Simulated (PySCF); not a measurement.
# A gas-phase reaction: CH3Cl2Ga + H2O → Cl2GaHO + CH4

Aim: the reaction energy of `[CH3][Ga]([Cl])[Cl]` + `O` → `[OH][Ga]([Cl])[Cl]` + `C`.

Programs: PySCF 2.14.0. All values are calculated, for the isolated system unless a continuum is named. Atoms count from 0, parts from 1.

### Step 1. The system as given

Each species was relaxed by itself at PBE0-D3(BJ)/def2-SVPD.

### Step 2. Reaction energy: wB97M-D3(BJ)/def2-TZVPD

The job: settings as JSON, then the geometry in Å.

```
{"job": {"kind": "react", "xc": "wB97M-D3(BJ)", "basis": "def2-TZVPD"}, "charge": 0, "multiplicity": 1}
-1 CH3Cl2Ga charge 0 multiplicity 1
C     -0.575230     0.756960    -0.341760
Ga     0.536690    -0.696820     0.298370
Cl     0.671680    -2.615980    -0.673480
Cl     1.751410    -0.558750     2.072950
H     -1.455900     0.849070     0.310870
H     -0.017830     1.702550    -0.298360
H     -0.909310     0.562850    -1.368790

-1 H2O charge 0 multiplicity 1
O     -0.001850     0.389390    -0.000810
H     -0.761950    -0.198310     0.002740
H      0.763820    -0.191040    -0.001940

+1 Cl2GaHO charge 0 multiplicity 1
O     -0.166460    -1.405510     0.071490
Ga    -0.164440     0.364830     0.030850
Cl     1.620620     1.452480    -0.415240
Cl    -1.976540     1.396310     0.434110
H      0.686720    -1.808030    -0.121130

+1 CH4 charge 0 multiplicity 1
C     -0.002760     0.000220     0.000240
H      0.341860    -0.698730     0.772300
H     -0.809520    -0.464490    -0.579900
H     -0.375080     0.915930     0.475880
H      0.831660     0.248170    -0.667320
```

Method: wB97M-D3(BJ)/def2-TZVPD reaction energy of separated species, gas phase.

Launch:

```sh
> OMP_NUM_THREADS=1 python cluster_run.py task.json out
```

One launch serves the whole session: the jobs run in the order shown.

Output:

```text
species 1 (CH3Cl2Ga)
coarse grid: 32648 points
cycle   1  E = -2885.3777590466  dE = -2.925e-01  |g| = 7.630e-01  |ddm| = 2.172e+00
cycle   2  E = -2885.3856780965  dE = -7.919e-03  |g| = 8.955e-01  |ddm| = 1.218e+00
cycle   3  E = -2885.4659260599  dE = -8.025e-02  |g| = 4.424e-02  |ddm| = 5.642e-01
cycle   4  E = -2885.4665322647  dE = -6.062e-04  |g| = 2.102e-02  |ddm| = 8.213e-02
cycle   5  E = -2885.4666506267  dE = -1.184e-04  |g| = 4.204e-03  |ddm| = 2.574e-02
cycle   6  E = -2885.4666623576  dE = -1.173e-05  |g| = 8.281e-04  |ddm| = 1.215e-02
cycle   7  E = -2885.4666628280  dE = -4.704e-07  |g| = 4.861e-04  |ddm| = 2.027e-03
final grid: 64112 points
cycle   8  E = -2885.4666119405  dE = -1.020e-07  |g| = 3.397e-04  |ddm| = 3.653e-03
cycle   9  E = -2885.4666119536  dE = -1.310e-08  |g| = 2.951e-04  |ddm| = 6.828e-04
cycle  10  E = -2885.4666119730  dE = -1.932e-08  |g| = 3.173e-05  |ddm| = 2.078e-04
cycle  11  E = -2885.4666119734  dE = -4.416e-10  |g| = 2.174e-05  |ddm| = 6.303e-05
converged SCF energy = -2885.4666119734

species 2 (H2O)
coarse grid: 10128 points
cycle   1  E = -76.4117501376  dE = -7.452e-02  |g| = 5.872e-01  |ddm| = 8.994e-01
cycle   2  E = -76.4087438046  dE =  3.006e-03  |g| = 6.461e-01  |ddm| = 5.038e-01
cycle   3  E = -76.4759333977  dE = -6.719e-02  |g| = 2.730e-02  |ddm| = 2.374e-01
cycle   4  E = -76.4760585990  dE = -1.252e-04  |g| = 5.497e-03  |ddm| = 1.609e-02
cycle   5  E = -76.4760672758  dE = -8.677e-06  |g| = 8.214e-04  |ddm| = 5.831e-03
final grid: 21952 points
cycle   6  E = -76.4760629865  dE = -1.975e-07  |g| = 5.843e-04  |ddm| = 1.373e-03
cycle   7  E = -76.4760629933  dE = -6.841e-09  |g| = 6.465e-04  |ddm| = 6.469e-04
cycle   8  E = -76.4760630570  dE = -6.362e-08  |g| = 3.198e-05  |ddm| = 2.235e-04
cycle   9  E = -76.4760630578  dE = -8.221e-10  |g| = 4.134e-06  |ddm| = 1.105e-04
converged SCF energy = -76.4760630578

species 3 (Cl2GaHO)
coarse grid: 27704 points
cycle   1  E = -2921.2681293118  dE = -1.894e-01  |g| = 1.014e+00  |ddm| = 1.917e+00
cycle   2  E = -2921.2009254361  dE =  6.720e-02  |g| = 1.313e+00  |ddm| = 1.465e+00
cycle   3  E = -2921.4285802932  dE = -2.277e-01  |g| = 8.010e-02  |ddm| = 7.926e-01
cycle   4  E = -2921.4297878447  dE = -1.208e-03  |g| = 4.942e-02  |ddm| = 9.384e-02
cycle   5  E = -2921.4301716011  dE = -3.838e-04  |g| = 9.047e-03  |ddm| = 2.916e-02
cycle   6  E = -2921.4301928619  dE = -2.126e-05  |g| = 3.729e-03  |ddm| = 1.095e-02
cycle   7  E = -2921.4301963446  dE = -3.483e-06  |g| = 5.212e-04  |ddm| = 4.345e-03
final grid: 53368 points
cycle   8  E = -2921.4300472165  dE = -2.349e-07  |g| = 2.401e-04  |ddm| = 1.525e-03
cycle   9  E = -2921.4300472438  dE = -2.728e-08  |g| = 1.711e-04  |ddm| = 5.113e-04
cycle  10  E = -2921.4300472509  dE = -7.031e-09  |g| = 7.026e-05  |ddm| = 1.253e-04
cycle  11  E = -2921.4300472528  dE = -1.948e-09  |g| = 3.188e-05  |ddm| = 1.124e-04
cycle  12  E = -2921.4300472532  dE = -3.711e-10  |g| = 4.251e-06  |ddm| = 4.965e-05
converged SCF energy = -2921.4300472532

species 4 (CH4)
coarse grid: 15072 points
cycle   1  E = -40.5278855262  dE = -1.934e-01  |g| = 1.334e-01  |ddm| = 1.251e+00
cycle   2  E = -40.5302983493  dE = -2.413e-03  |g| = 8.952e-02  |ddm| = 1.942e-01
cycle   3  E = -40.5321634627  dE = -1.865e-03  |g| = 5.682e-03  |ddm| = 4.934e-02
cycle   4  E = -40.5321731872  dE = -9.725e-06  |g| = 3.954e-04  |ddm| = 1.281e-02
final grid: 32696 points
cycle   5  E = -40.5321634616  dE = -9.963e-08  |g| = 9.692e-05  |ddm| = 2.754e-03
cycle   6  E = -40.5321634681  dE = -6.563e-09  |g| = 3.170e-05  |ddm| = 7.114e-04
cycle   7  E = -40.5321634687  dE = -5.633e-10  |g| = 1.633e-05  |ddm| = 2.128e-04
converged SCF energy = -40.5321634687

Reaction energy = -11.888 kcal/mol
```

Run time: 37 s. Hardware: 1 thread of Arm Neoverse V2, shared host; peak memory 0.76 GiB.

Species by species (with the dispersion term, which the log's SCF energies lack):

```
 ν              species  energy (Eh)  HOMO (eV)
-1  [CH3][Ga]([Cl])[Cl]  -2885.47287     -11.11
-1                    O    -76.47682     -11.72
+1   [OH][Ga]([Cl])[Cl]  -2921.43408     -11.79
+1                    C    -40.53455     -13.46
```

### Step 3. Reaction energy: PBE0-D3(BJ)/def2-TZVPD

Same as in step 2 but for these lines:

```diff
@@ -1,2 +1,2 @@
-{"job": {"kind": "react", "xc": "wB97M-D3(BJ)", "basis": "def2-TZVPD"}, "charge": 0, "multiplicity": 1}
+{"job": {"kind": "react", "xc": "PBE0", "basis": "def2-TZVPD", "disp": "d3bj"}, "charge": 0, "multiplicity": 1}
 -1 CH3Cl2Ga charge 0 multiplicity 1
```

Level: PBE0-D3(BJ)/def2-TZVPD reaction energy of separated species, gas phase.

Output:

```text
species 1 (CH3Cl2Ga)
coarse grid: 32648 points
cycle   1  E = -2884.6289586598  dE = -3.075e-01  |g| = 8.643e-01  |ddm| = 2.332e+00
cycle   2  E = -2884.5379116506  dE =  9.105e-02  |g| = 1.245e+00  |ddm| = 1.569e+00
cycle   3  E = -2884.7291900530  dE = -1.913e-01  |g| = 5.487e-02  |ddm| = 9.014e-01
cycle   4  E = -2884.7296935252  dE = -5.035e-04  |g| = 3.030e-02  |ddm| = 6.150e-02
cycle   5  E = -2884.7299220303  dE = -2.285e-04  |g| = 6.274e-03  |ddm| = 2.525e-02
cycle   6  E = -2884.7299322220  dE = -1.019e-05  |g| = 2.065e-03  |ddm| = 8.065e-03
cycle   7  E = -2884.7299330568  dE = -8.347e-07  |g| = 1.258e-04  |ddm| = 1.831e-03
final grid: 64112 points
cycle   8  E = -2884.7299333772  dE = -4.196e-08  |g| = 1.588e-04  |ddm| = 6.089e-03
cycle   9  E = -2884.7299333777  dE = -5.280e-10  |g| = 1.540e-04  |ddm| = 4.063e-04
cycle  10  E = -2884.7299333815  dE = -3.814e-09  |g| = 1.156e-05  |ddm| = 1.317e-04
cycle  11  E = -2884.7299333815  dE = -1.000e-11  |g| = 4.601e-06  |ddm| = 1.587e-05
converged SCF energy = -2884.7299333815

species 2 (H2O)
coarse grid: 2328 points
cycle   1  E = -76.3044303874  dE = -5.291e-03  |g| = 6.571e-01  |ddm| = 9.011e-01
cycle   2  E = -76.1882141402  dE =  1.162e-01  |g| = 1.036e+00  |ddm| = 7.256e-01
cycle   3  E = -76.3820298278  dE = -1.938e-01  |g| = 3.132e-02  |ddm| = 4.396e-01
cycle   4  E = -76.3822121284  dE = -1.823e-04  |g| = 5.864e-03  |ddm| = 1.606e-02
cycle   5  E = -76.3822172671  dE = -5.139e-06  |g| = 7.850e-04  |ddm| = 2.507e-03
final grid: 21952 points
cycle   6  E = -76.3808944310  dE = -1.510e-05  |g| = 3.449e-03  |ddm| = 9.312e-03
cycle   7  E = -76.3808924638  dE =  1.967e-06  |g| = 4.754e-03  |ddm| = 3.322e-03
cycle   8  E = -76.3808961826  dE = -3.719e-06  |g| = 2.517e-04  |ddm| = 1.965e-03
cycle   9  E = -76.3808961933  dE = -1.061e-08  |g| = 2.398e-05  |ddm| = 1.101e-04
cycle  10  E = -76.3808961934  dE = -1.124e-10  |g| = 3.293e-06  |ddm| = 1.515e-05
converged SCF energy = -76.3808961934

species 3 (Cl2GaHO)
coarse grid: 27704 points
cycle   1  E = -2920.4715213281  dE = -1.087e-01  |g| = 1.120e+00  |ddm| = 1.999e+00
cycle   2  E = -2919.9325207372  dE =  5.390e-01  |g| = 2.080e+00  |ddm| = 2.134e+00
cycle   3  E = -2920.6385397599  dE = -7.060e-01  |g| = 2.921e-01  |ddm| = 1.586e+00
cycle   4  E = -2920.6540027732  dE = -1.546e-02  |g| = 9.357e-02  |ddm| = 2.570e-01
cycle   5  E = -2920.6551000061  dE = -1.097e-03  |g| = 1.786e-02  |ddm| = 5.249e-02
cycle   6  E = -2920.6551701346  dE = -7.013e-05  |g| = 5.648e-03  |ddm| = 1.720e-02
cycle   7  E = -2920.6551760643  dE = -5.930e-06  |g| = 7.652e-04  |ddm| = 3.533e-03
final grid: 53368 points
cycle   8  E = -2920.6550969236  dE =  4.576e-08  |g| = 1.069e-03  |ddm| = 1.602e-03
cycle   9  E = -2920.6550965312  dE =  3.924e-07  |g| = 1.812e-03  |ddm| = 1.901e-03
cycle  10  E = -2920.6550971374  dE = -6.062e-07  |g| = 1.916e-04  |ddm| = 1.219e-03
cycle  11  E = -2920.6550971438  dE = -6.454e-09  |g| = 1.960e-05  |ddm| = 1.384e-04
cycle  12  E = -2920.6550971439  dE = -7.094e-11  |g| = 2.900e-06  |ddm| = 1.531e-05
converged SCF energy = -2920.6550971439

species 4 (CH4)
coarse grid: 3568 points
cycle   1  E = -40.4582223823  dE = -2.007e-01  |g| = 2.715e-01  |ddm| = 1.403e+00
cycle   2  E = -40.4545782564  dE =  3.644e-03  |g| = 2.993e-01  |ddm| = 3.086e-01
cycle   3  E = -40.4773905001  dE = -2.281e-02  |g| = 2.107e-03  |ddm| = 1.505e-01
cycle   4  E = -40.4773913219  dE = -8.218e-07  |g| = 2.132e-04  |ddm| = 2.657e-03
final grid: 32696 points
cycle   5  E = -40.4741141399  dE = -1.396e-05  |g| = 4.505e-03  |ddm| = 5.814e-02
cycle   6  E = -40.4741131031  dE =  1.037e-06  |g| = 4.920e-03  |ddm| = 6.057e-03
cycle   7  E = -40.4741189856  dE = -5.883e-06  |g| = 3.666e-05  |ddm| = 2.493e-03
cycle   8  E = -40.4741189860  dE = -3.948e-10  |g| = 8.516e-06  |ddm| = 8.472e-05
converged SCF energy = -40.4741189860

Reaction energy = -11.041 kcal/mol
```

Run time: 20 s. Hardware: 1 thread of Arm Neoverse V2, shared host; peak memory 0.66 GiB.

Reaction energy at this level: -11.04 kcal/mol.

### Step 4. Comparing the runs

Energies in kcal/mol, with wall time:

```
                    run  reaction  time
wB97M-D3(BJ)/def2-TZVPD    -11.89  37 s
 PBE0-D3(BJ)/def2-TZVPD    -11.04  20 s
```

### Step 5. What came out

| quantity | value |
| --- | --- |
| reaction energy (wB97M-D3(BJ)/def2-TZVPD) | -11.89 kcal/mol |
| ΔH, ΔG at 298 K (xTB thermal terms) | -10.1, -9.9 kcal/mol |
| range of the reaction energy over the runs of this table | -11.89 to -11.04 kcal/mol |

What this shows: The reaction is exothermic by 10.1 kcal/mol in the gas phase; dispersion gives +0.37, and xTB itself gave -30.82 for the electronic energy (xTB energies and thermal terms come from the earlier relaxation of each species, not shown). No barrier was sought. xTB and this level differ widely in the electronic energy, so what comes from xTB (the thermal terms above all) is less safe here. The reaction energy runs from -11.89 (wB97M-D3(BJ)/def2-TZVPD) to -11.04 kcal/mol (PBE0-D3(BJ)/def2-TZVPD).
